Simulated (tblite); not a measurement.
# AlB3F2H12N4: the cost of one run

Computed with tblite 0.8.0 and PySCF 2.14.0; each step states its level. No surroundings beyond the atoms listed, unless a continuum is named. Atoms count from 0, parts from 1.

### Step 1. Starting point

22 atoms, charge 0, multiplicity 1; geometry: distance geometry start.

### Step 2. Relaxing the cluster with GFN2-xTB

What the job is given:

```
{"job": {"kind": "relax", "xc": "GFN2-xTB", "basis": "xTB"}, "charge": 0, "multiplicity": 1}
N      0.448493    -0.534999     0.110448
B      0.425753    -0.386518    -1.414037
N      1.663531    -1.102450    -2.017458
B      1.616084    -2.599482    -1.661213
N      1.637217    -2.777449    -0.111012
B      0.398865    -2.046829     0.508067
N     -0.913542    -2.683747    -0.080954
Al    -0.792303    -4.519759    -0.578081
F     -0.866056    -4.884074    -2.330231
F      0.322055    -5.508982     0.384088
H     -0.363013    -0.082008     0.531933
H      1.303185    -0.131158     0.485118
H      0.471296     0.726321    -1.693000
H     -0.541902    -0.835368    -1.851180
H      2.514396    -0.691498    -1.639642
H      1.646494    -1.006269    -3.039032
H      2.523457    -3.158659    -2.094873
H      0.638545    -3.080761    -2.094790
H      1.581462    -3.763458     0.118442
H      2.482388    -2.370462     0.277372
H      0.410141    -2.152022     1.634645
H     -1.476362    -2.064100    -0.697627
```

Level: GFN2-xTB geometry optimisation, gas phase.

Started as:

```sh
> OMP_NUM_THREADS=1 python cluster_run.py task.json out
```

One launch serves the whole session: the jobs run in the order shown.

Q: Estimate the wall time of this first job on 1 thread of Intel Xeon Platinum 8259CL at 2.50GHz, shared host.

About 5 s.
